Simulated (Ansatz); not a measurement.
# Rb3Ba (I4/mmm) in Ansatz: settings compared

The runs below take Rb3Ba through relaxation of cell and atoms, with BLYP, r2SCAN.

Everything below comes from runs of Ansatz 0.2.0. Logs are shortened: lines on timing, memory, paths and dates and some standing lists are left out, and cuts for length are marked.

## (1) The structure

Symmetry: I4/mmm, No. 139, tetragonal system. The conventional cell has a = 6.743 Å, b = 6.743 Å, c = 14.743 Å, α = 90.00°, β = 90.00°, γ = 90.00°.

The cell comes from a database or a generator and needn't be the stable form of this composition.

## (2) Relaxation of cell and atoms, BLYP

File input.yaml:

```yaml
crystal:
  lattice:
    - [-3.371459, 3.371459, 7.371348]
    - [3.371459, -3.371459, 7.371348]
    - [3.371459, 3.371459, -7.371348]
  atoms:
    - { symbol: Ba, position: [0.0, 0.0, 0.0] }
    - { symbol: Rb, position: [0.5, 0.5, 0.0] }
    - { symbol: Rb, position: [0.25, 0.75, 0.5] }
    - { symbol: Rb, position: [0.75, 0.25, 0.5] }
hamiltonian:
  xc: blyp
  pseudopotentials: { kind: paw }
kpoints:
  mp_grid: { grid: [6, 6, 6] }
scf:
  occupations: { method: fermi_dirac, width: 0.05 }
output:
  forces: true
  stress: true
  eigenvalues: true
relax:
  f_tol: 0.01
  max_steps: 40
  cell: { stress_tol: 0.05 }
```

Potentials or basis: Ansatz PAW.

Started as:

```
$ ansatz run input.yaml --threads 2 --pin off --max-ram 5632MiB --backend cpu --events-out ev --progress --plain --runs-dir out
```

What it wrote:

```text
Warning: RAYON_NUM_THREADS=2 ignored (pool sized by the plan → 2); use --threads N
Engine: ansatz 0.2.0, aarch64-unknown-linux-gnu
Pseudopotentials: kind: paw
Pseudopotential: Ba, paw, valence charge 10, recommended cutoff 420 eV (normal), Ba.paw.azcp
Pseudopotential: Rb, paw, valence charge 9, recommended cutoff 420 eV (normal), Rb.paw.azcp
Functional definition: BLYP
  parameter beta = 0.0042
  parameter a = 0.04918
  parameter b = 0.132
  parameter c = 0.2533
  parameter d = 0.349
  exchange = b88_x(beta = beta)
  correlation = lyp_c(a = a, b = b, c = c, d = d)
Crystal: 4 atoms, lattice volume = 335.153 Å³
Basis set: ecut = 420 eV, 6577 PW (Γ), exchange–correlation on 120×120×120 points (8 copies of the dense FFT grid, shifted against one another)
Bands: 23, of which v1, the nominal top of the filled ones, is band 19 counted from 1 (18 counted from 0)
Symmetry: 16 space group operations
Space group: I4/mmm (ITA 139), of the structure as read, at distance tolerance 6.9e-5 Å
k-points: 30 of 216
Non-local potential: Ba, projectors of the file, l = 0: 3, l = 1: 2, l = 2: 2, l = 3: 2
Non-local potential: Rb, projectors of the file, l = 0: 3, l = 1: 2, l = 2: 2
PAW form: soft (Blöchl's): semilocal exchange-correlation on the pseudo side does not see the compensation charge
PAW frozen core: Ba, regenerated for the run's functional, and the local potential with it (the file was generated under x = pbe(κ = 0.804, μ = 0.2195149727645171), c = pbe(β = 0.06672455060314922))
PAW frozen core: Rb, regenerated for the run's functional, and the local potential with it (the file was generated under x = pbe(κ = 0.804, μ = 0.2195149727645171), c = pbe(β = 0.06672455060314922))
PAW one-centre angular grid: Ba, 194 points (default); XC on 64 Gauss nodes
PAW one-centre angular grid: Rb, 110 points (default); XC on 64 Gauss nodes
Initial density: superposition of atomic densities (neutral atoms: chi_scale 0, normalization atom), corrected by the library's trained network
Initial wavefunctions: pseudopotential atomic-orbital guess
Functional: x = b88, c = lyp
SCF iter   1: F=—  HF=-15806.780008 eV  |F-HF|=—  |Δ(HF+E_count)|=         —  Δρ=2.17e-3  dr2=1.35e-2  ethr=1.77e-3  ⟨swp⟩=8.8  Hψ=3816  notcnv=0
preconditioner: auto → Kerker (q_TF=auto, 1.890 Å⁻¹)  [metal: Δε(μ)=0.002 eV  Ē_g=1.291 eV  σ=0.050 eV  W_gap=0.01  n_scr=36 (ndim 8)  ℏωp=4.5 eV  f_vac=0.000  D(μ)=6.69/eV (n_scr^D=36)]
SCF iter   2: F=—  HF=-15806.785298 eV  |F-HF|=—  |Δ(HF+E_count)|=   5.29e-3  Δρ=1.25e-3  dr2=8.76e-3  ethr=3.65e-5  ⟨swp⟩=2.3  Hψ=1463  notcnv=0
SCF iter   3: F=—  HF=-15806.789960 eV  |F-HF|=—  |Δ(HF+E_count)|=   4.66e-3  Δρ=3.58e-4  dr2=1.30e-3  ethr=2.37e-5  ⟨swp⟩=3.6  Hψ=1206  notcnv=0
SCF iter   4: F=—  HF=-15806.791180 eV  |F-HF|=—  |Δ(HF+E_count)|=   1.22e-3  Δρ=1.51e-4  dr2=2.75e-4  ethr=3.53e-6  ⟨swp⟩=2.0  Hψ=802  notcnv=0
SCF iter   5: F=—  HF=-15806.791574 eV  |F-HF|=—  |Δ(HF+E_count)|=   3.94e-4  Δρ=7.08e-5  dr2=4.35e-5  ethr=7.43e-7  ⟨swp⟩=2.5  Hψ=821  notcnv=0
SCF iter   6: F=—  HF=-15806.791854 eV  |F-HF|=—  |Δ(HF+E_count)|=   2.80e-4  Δρ=3.35e-5  dr2=1.21e-5  ethr=1.18e-7  ⟨swp⟩=3.9  Hψ=1248  notcnv=0
SCF iter   7: F=—  HF=-15806.791869 eV  |F-HF|=—  |Δ(HF+E_count)|=   1.48e-5  Δρ=1.02e-5  dr2=1.28e-6  ethr=3.26e-8  ⟨swp⟩=3.2  Hψ=1194  notcnv=0
SCF iter   8: F=—  HF=-15806.791869 eV  |F-HF|=—  |Δ(HF+E_count)|=   5.85e-7  Δρ=3.72e-6  dr2=1.62e-7  ethr=3.47e-9  ⟨swp⟩=2.2  Hψ=823  notcnv=0
SCF iter   9: F=-15806.791869 eV  HF=-15806.791869 eV  |F-HF|=9.14e-9  |Δ(HF+E_count)|=   2.12e-7  Δρ=2.34e-6  dr2=5.23e-8  ethr=2.70e-10  ⟨swp⟩=7.6  Hψ=3361  notcnv=0
SCF 1 converged in 9 iterations: F = -15806.791869 eV  dr2 = 5.23e-8
relax step   1: F+E_penalty+E_count = -15806.79186935 eV  Δ(F+E_penalty+E_count) = +0.000e0 eV  max|allowed force component| = 5.916e-31 eV/Å  Δτ_max = 0.0000 Å  P = +0.177 GPa  Ω = 335.153 Å³  (9 SCF iters, dr2 threshold 1.00e-7 eV, accepted)
Crystal: 4 atoms, lattice volume = 337.411 Å³
Basis set: ecut = 420 eV, 6593 PW (Γ), exchange–correlation on 120×120×120 points (8 copies of the dense FFT grid, shifted against one another)
Initial density: handed on by an earlier stage of this run
Initial wavefunctions: those handed on with the density
iter 1 solved again at ethr=3.34e-7 eV; its pass at ethr=3.10e-3 eV (dr2=1.24e-4 eV) is discarded
SCF iter   1: F=—  HF=-15806.794385 eV  |F-HF|=—  |Δ(HF+E_count)|=         —  Δρ=4.18e-5  dr2=3.27e-5  ethr=3.34e-7  ⟨swp⟩=3.0  Hψ=4338  notcnv=0
[... 55 lines left out ...]
SCF iter   2: F=—  HF=-15806.805017 eV  |F-HF|=—  |Δ(HF+E_count)|=   3.42e-5  Δρ=2.62e-5  dr2=3.82e-6  ethr=1.92e-8  ⟨swp⟩=2.0  Hψ=774  notcnv=0
SCF iter   3: F=—  HF=-15806.805187 eV  |F-HF|=—  |Δ(HF+E_count)|=   1.71e-4  Δρ=8.50e-6  dr2=8.64e-7  ethr=1.03e-8  ⟨swp⟩=2.0  Hψ=1164  notcnv=0
SCF iter   4: F=—  HF=-15806.805189 eV  |F-HF|=—  |Δ(HF+E_count)|=   1.28e-6  Δρ=2.23e-6  dr2=4.61e-8  ethr=2.33e-9  ⟨swp⟩=3.6  Hψ=1327  notcnv=0
SCF iter   5: F=—  HF=-15806.805189 eV  |F-HF|=—  |Δ(HF+E_count)|=   1.41e-7  Δρ=9.45e-7  dr2=9.07e-9  ethr=1.25e-10  ⟨swp⟩=2.9  Hψ=1205  notcnv=0
SCF iter   6: F=—  HF=-15806.805189 eV  |F-HF|=—  |Δ(HF+E_count)|=   2.09e-8  Δρ=3.76e-7  dr2=2.23e-9  ethr=2.45e-11  ⟨swp⟩=2.5  Hψ=998  notcnv=0
SCF iter   7: F=—  HF=-15806.805189 eV  |F-HF|=—  |Δ(HF+E_count)|=   2.62e-9  Δρ=1.78e-7  dr2=5.10e-10  ethr=6.04e-12  ⟨swp⟩=2.7  Hψ=1154  notcnv=0
SCF iter   8: F=-15806.805189 eV  HF=-15806.805189 eV  |F-HF|=8.00e-11  |Δ(HF+E_count)|=  5.31e-10  Δρ=6.18e-8  dr2=3.64e-11  ethr=1.00e-12  ⟨swp⟩=4.4  Hψ=3745  notcnv=0
SCF 6 converged in 8 iterations: F = -15806.805189 eV  dr2 = 3.64e-11
relax step   6: F+E_penalty+E_count = -15806.80518868 eV  Δ(F+E_penalty+E_count) = -4.753e-4 eV  max|allowed force component| = 3.253e-19 eV/Å  Δτ_max = 0.0000 Å  P = -0.023 GPa  Ω = 355.949 Å³  energy of the carried Pulay correction = -4.705e-5 eV  (8 SCF iters, accepted)
Initial wavefunctions: pseudopotential atomic-orbital guess (no wavefunctions were taken with the density)
iter 1 solved again at ethr=1.12e-6 eV; its pass at ethr=3.10e-3 eV (dr2=4.14e-4 eV) is discarded
SCF iter   1: F=—  HF=-15806.805301 eV  |F-HF|=—  |Δ(HF+E_count)|=         —  Δρ=1.00e-5  dr2=5.34e-8  ethr=1.12e-6  ⟨swp⟩=3.9  Hψ=6097  notcnv=0
eigensolver tolerance schedule: the retry pair's looser diagonalisation over-reported the residual by 7759.38 of it (diagonalisation noise at an unbounded share of the residual, at the tolerance the schedule requests for it); recorded, not acted on — ethr = c·dr2/N_el stays at c = 1.0e-1
SCF iter   2: F=—  HF=-15806.805249 eV  |F-HF|=—  |Δ(HF+E_count)|=   5.18e-5  Δρ=5.76e-6  dr2=1.54e-8  ethr=1.44e-10  ⟨swp⟩=3.6  Hψ=1850  notcnv=0
SCF iter   3: F=—  HF=-15806.805250 eV  |F-HF|=—  |Δ(HF+E_count)|=   1.15e-6  Δρ=4.25e-7  dr2=2.93e-10  ethr=4.15e-11  ⟨swp⟩=2.0  Hψ=1164  notcnv=0
SCF iter   4: F=—  HF=-15806.805250 eV  |F-HF|=—  |Δ(HF+E_count)|=   8.10e-9  Δρ=1.08e-7  dr2=7.04e-11  ethr=1.00e-12  ⟨swp⟩=7.1  Hψ=3508  notcnv=0
SCF iter   5: F=-15806.805250 eV  HF=-15806.805250 eV  |F-HF|=2.55e-11  |Δ(HF+E_count)|=  6.20e-10  Δρ=4.01e-8  dr2=1.93e-11  ethr=1.00e-12  ⟨swp⟩=5.3  Hψ=2655  notcnv=0
SCF 7 converged in 5 iterations: F = -15806.805250 eV  dr2 = 1.93e-11
relax step   7: F+E_penalty+E_count = -15806.80525036 eV  Δ(F+E_penalty+E_count) = -6.168e-5 eV  max|allowed force component| = 4.337e-19 eV/Å  Δτ_max = 0.0000 Å  P = -0.023 GPa  Ω = 355.949 Å³  stress off target by 3.25e-2 GPa  SCF on the basis re-selected at this cell (its energy is not comparable with the rows above)  (5 SCF iters)
basis re-selected at this cell: Δ(F+E_penalty+E_count) = -6.168e-5 eV, ΔP = +0.000 GPa vs the last step (what re-selecting the basis moved, of the pressure what is left beyond the Pulay correction that the steps carried, after the strain that the cell walked since its last selection, with what the two solves' SCF thresholds leave and, on support functions, any second-order correction that the steps lacked; it is no measure of the basis error at this ecutwfc). This SCF's stress stands 3.25e-2 GPa from its target on what of the cell is left free (relax.cell.stress_tol is 5.00e-2 GPa) and its largest allowed force component is 4.34e-19 eV/Å (relax.f_tol is 1.00e-2 eV/Å): within both
SCF converged after 5 iterations
Free energy (F): -15806.805250 eV
Harris-Foulkes:  -15806.805250 eV  (|F-HF|=2.55e-11)
Internal energy: -15806.757809 eV  (E = F + TS)
E sigma→0 (E₀):  -15806.781530 eV
Entropy (-TS):   -0.047441 eV (-11.860 meV/atom)
Fermi energy:    2.818951 eV
--- Per-component energies (eV) ---
  E_band       = -456.414413
  E_kinetic    = 736.008776
  E_local      = -2580.166547  (includes V_loc(G=0)·N_el)
  E_nonlocal   = 581.686296
  E_hartree    = 740.367271
  E_xc         = -544.710179
  E_vxc        = -526.063645  (∫ρ·V_xc dr)
  E_paw        = -13144.413703  (= ΣΔE_a)
  E_vpaw       = -148.613790  (= ΣTr[D̂ρ^β])
  E_aug_tail   = -0.000005  (compensation charges beyond the density's cutoff)
  E_ewald      = -1595.842586
  E_core_change = 0.312868  (= ΣΔE_core)
  E_smearing   = -0.047441  (= −TS)
  E_closure    = -0.000000  (closes the sum)
  Σ components = -15806.805250   (vs F -15806.805250, Δ=0.00e0)
--- Forces (eV/Å), atoms counted from 1 ---
  atom   1  Ba     0.00000000     0.00000000    -0.00000000
  atom   2  Rb     0.00000000     0.00000000     0.00000000
  atom   3  Rb     0.00000000     0.00000000     0.00000000
  atom   4  Rb     0.00000000     0.00000000     0.00000000
  max |Σ_I F_I| component: 1.73e-18 eV/Å
--- Stress (GPa, compression-positive) ---
       -0.018688       0.000000       0.000000
        0.000000      -0.018688       0.000000
        0.000000      -0.000000      -0.032495
  P = ⅓ Tr σ = -0.0233 GPa (-0.233 kbar)
--- Band table (eV; the first three rows and the last of 30) ---
  k-point 0: bands = ["-27.3104", "-26.0362", "-26.0326", "-26.0110", "-12.4076", "-12.4038", "-12.4038", "-10.1364", "-10.1364", "-10.1279", "-10.0900", "-10.0900", "-10.0862", "-10.0653", "-10.0653", "-10.0613", "0.6987", "2.9144", "3.1590", "3.5032", "3.5032", "3.5634", "3.9454"]
  k-point 1: bands = ["-27.3104", "-26.0357", "-26.0331", "-26.0110", "-12.4075", "-12.4041", "-12.4038", "-10.1435", "-10.1214", "-10.1186", "-10.1009", "-10.0980", "-10.0823", "-10.0711", "-10.0637", "-10.0615", "0.9158", "3.0856", "3.2083", "3.2245", "3.4163", "3.4682", "3.7250"]
  k-point 2: bands = ["-27.3104", "-26.0348", "-26.0339", "-26.0111", "-12.4074", "-12.4048", "-12.4043", "-10.1514", "-10.1288", "-10.1077", "-10.1036", "-10.0913", "-10.0781", "-10.0748", "-10.0712", "-10.0567", "1.5181", "2.7667", "2.7737", "3.3095", "3.3902", "3.4541", "3.5189"]
  k-point 29: bands = ["-27.3104", "-26.0360", "-26.0326", "-26.0111", "-12.4072", "-12.4039", "-12.4039", "-10.1411", "-10.1411", "-10.0995", "-10.0920", "-10.0855", "-10.0814", "-10.0814", "-10.0690", "-10.0690", "1.4032", "1.7699", "2.8666", "3.1229", "3.5226", "3.5226", "3.6701"]
--- Relaxed structure (6 steps of the walk, 6 accepted, 1 SCFs on fresh bases) ---
  F+E_penalty+E_count = -15806.80525036 eV   max|allowed force component| = 4.337e-19 eV/Å   (the final SCF, on the basis selected at the relaxed cell)
  cell:  # Å, volume = 355.9494 Å³
    - [-3.4977647948247688, 3.4977647948247688, 7.273559742942622]
    - [3.4977647948247688, -3.4977647948247688, 7.273559742942622]
    - [3.4977647948247688, 3.4977647948247688, -7.273559742942622]
  atoms:
    - { symbol: Ba, position: [-2.3817535379242428e-36, 5.163272056049687e-35, 5.440497378206578e-35] }
    - { symbol: Rb, position: [0.4999999999999999, 0.4999999999999999, 4.89285374675887e-35] }
    - { symbol: Rb, position: [0.24999999999999992, 0.75, 0.49999999999999994] }
    - { symbol: Rb, position: [0.75, 0.24999999999999992, 0.49999999999999994] }
```

Wall time 65 s (2 threads of Arm Neoverse V1, shared host); peak memory 0.69 GiB.

Results:

```
Free energy                            : -15806.8053 eV
Relaxed volume                         : 88.99 Å³/atom
Relaxed cell                           : a = 8.796 Å, b = 8.796 Å, c = 8.796 Å, α = 133.14°, β = 133.14°, γ = 68.44°
Space group after relaxing (to 0.05 Å) : I4/mmm (No. 139)
Energy gained by relaxing              : 3.3 meV/atom
Ionic steps                            : 7
Pressure after relaxing                : 0.0 GPa
Band gap on the k mesh                 : none (metal or under the smearing width)
```

The path:
| step | energy change (eV) | largest force (eV/Å) | volume (Å³) |
| --- | --- | --- | --- |
| 1 | 0.0000 | 0.0000 | 335.15 |
| 2 | -0.0027 | 0.0000 | 337.41 |
| 3 | -0.0121 | 0.0000 | 353.37 |
| 4 | -0.0124 | 0.0000 | 354.75 |
| 5 | -0.0128 | 0.0000 | 356.05 |
| 6 | -0.0133 | 0.0000 | 355.95 |
| 7 | -0.0134 | 0.0000 | 355.95 |

Final structure:
```
Ba Rb
1.0
    -3.49776    3.49776    7.27356
     3.49776   -3.49776    7.27356
     3.49776    3.49776   -7.27356
Ba Rb
1 3
Direct
  0.00000 0.00000 0.00000
  0.50000 0.50000 0.00000
  0.25000 0.75000 0.50000
  0.75000 0.25000 0.50000
```

Levels at points of the mesh, in eV from the Fermi level:
```
              k point  band 16  band 17  band 18  band 19  band 20  band 21
   (0.00, 0.00, 0.00)   -12.88    -2.12     0.10     0.34     0.68     0.68
  (0.00, 0.00, -0.50)   -12.87    -0.60    -0.27    -0.23    -0.23     0.66
  (0.00, -0.50, 0.00)   -12.88    -1.15    -0.80     0.13     0.50     0.59
(-0.50, -0.50, -0.50)   -12.89    -1.42    -1.05     0.05     0.30     0.70
```

Caveat: the plane-wave basis is chosen anew once the cell has moved, so the energies of steps on either side of that aren't comparable; the PAW data sets come from PBE, with cores solved anew for the run's functional, which leaves a small shift of forces and pressure.

## (3) Relaxation of cell and atoms, r2SCAN

input.yaml, as its differences from that of step 2:

```diff
@@ -11,3 +11,3 @@
 hamiltonian:
-  xc: blyp
+  xc: r2scan
   pseudopotentials: { kind: paw }
```

Potentials or basis: Ansatz PAW.

Started as:

```
$ ansatz run input.yaml --threads 2 --pin off --max-ram 5632MiB --backend cpu --events-out ev --progress --plain --runs-dir out
```

What it wrote:

```text
Warning: RAYON_NUM_THREADS=2 ignored (pool sized by the plan → 2); use --threads N
[... 2 set-up lines as earlier in the session ...]
Pseudopotential: Ba, paw, valence charge 10, recommended cutoff 500 eV (meta_gga), Ba.paw.azcp
Pseudopotential: Rb, paw, valence charge 9, recommended cutoff 500 eV (meta_gga), Rb.paw.azcp
Functional definition: r2SCAN
  parameter k0 = 0.174
  parameter k1 = 0.065
  parameter a1 = 4.9479
  exchange = r2scan_x(k0 = k0, k1 = k1, a1 = a1)
[... 105 lines left out ...]
--- Band table (eV; the first three rows and the last of 30) ---
  k-point 0: bands = ["-28.6663", "-27.2580", "-27.2529", "-27.1817", "-13.3774", "-13.3681", "-13.3681", "-10.8258", "-10.8258", "-10.7904", "-10.7586", "-10.7586", "-10.7554", "-10.7040", "-10.7040", "-10.7007", "0.2461", "2.6086", "2.8258", "3.4263", "3.4263", "3.4654", "3.5782"]
  k-point 1: bands = ["-28.6663", "-27.2573", "-27.2535", "-27.1817", "-13.3772", "-13.3686", "-13.3682", "-10.8304", "-10.8069", "-10.7841", "-10.7779", "-10.7621", "-10.7552", "-10.7064", "-10.7027", "-10.7013", "0.4885", "2.8028", "2.8658", "3.1093", "3.2610", "3.3532", "3.4329"]
  k-point 2: bands = ["-28.6663", "-27.2560", "-27.2548", "-27.1817", "-13.3770", "-13.3698", "-13.3692", "-10.8384", "-10.8170", "-10.7712", "-10.7712", "-10.7687", "-10.7514", "-10.7084", "-10.7082", "-10.6973", "1.1636", "2.6371", "2.6587", "2.9642", "3.0888", "3.1644", "3.3554"]
  k-point 29: bands = ["-28.6663", "-27.2579", "-27.2529", "-27.1817", "-13.3770", "-13.3681", "-13.3681", "-10.8282", "-10.8282", "-10.7742", "-10.7565", "-10.7565", "-10.7547", "-10.7193", "-10.7035", "-10.7035", "0.9531", "1.3272", "2.5872", "2.9282", "3.4486", "3.4486", "3.6872"]
--- Relaxed structure (3 steps of the walk, 3 accepted, 1 SCFs on fresh bases) ---
  F+E_penalty+E_count = -15797.88296192 eV   max|allowed force component| = 3.253e-19 eV/Å   (the final SCF, on the basis selected at the relaxed cell)
  cell:  # Å, volume = 347.8314 Å³
    - [-3.414325043627241, 3.414325043627241, 7.459316344495023]
    - [3.414325043627241, -3.414325043627241, 7.459316344495023]
    - [3.414325043627241, 3.414325043627241, -7.459316344495023]
  atoms:
    - { symbol: Ba, position: [-1.5619987345786638e-36, 2.402809709383827e-35, 2.2466098359259607e-35] }
    - { symbol: Rb, position: [0.5, 0.5, 3.1607715594027884e-35] }
    - { symbol: Rb, position: [0.24999999999999997, 0.75, 0.49999999999999994] }
    - { symbol: Rb, position: [0.75, 0.24999999999999997, 0.49999999999999994] }
```

Wall time 1.8 min (2 threads of Arm Neoverse V1, shared host); peak memory 2.3 GiB.

What came out:

```
Free energy                            : -15797.8830 eV
Relaxed volume                         : 86.96 Å³/atom
Relaxed cell                           : a = 8.886 Å, b = 8.886 Å, c = 8.886 Å, α = 134.81°, β = 134.81°, γ = 65.83°
Space group after relaxing (to 0.05 Å) : I4/mmm (No. 139)
Energy gained by relaxing              : 1.5 meV/atom
Ionic steps                            : 4
Pressure after relaxing                : 0.0 GPa
Band gap on the k mesh                 : none (metal or under the smearing width)
```

Step by step:
```tsv
step	energy change (eV)	largest force (eV/Å)	volume (Å³)
1	0.0000	0.0000	335.15
2	-0.0015	0.0000	336.99
3	-0.0054	0.0000	347.83
4	-0.0058	0.0000	347.83
```

Final structure:
```xyz
4
Lattice="-3.4143 3.4143 7.4593 3.4143 -3.4143 7.4593 3.4143 3.4143 -7.4593" Properties=species:S:1:pos:R:3 pbc="T T T"
Ba    0.0000    0.0000    0.0000
Rb    0.0000    0.0000    7.4593
Rb    3.4143    0.0000    3.7297
Rb    0.0000    3.4143    3.7297
```

Caveat: the plane-wave basis is chosen anew once the cell has moved, so the energies of steps on either side of that aren't comparable; the PAW data sets come from PBE, with cores solved anew for the run's functional, which leaves a small shift of forces and pressure.
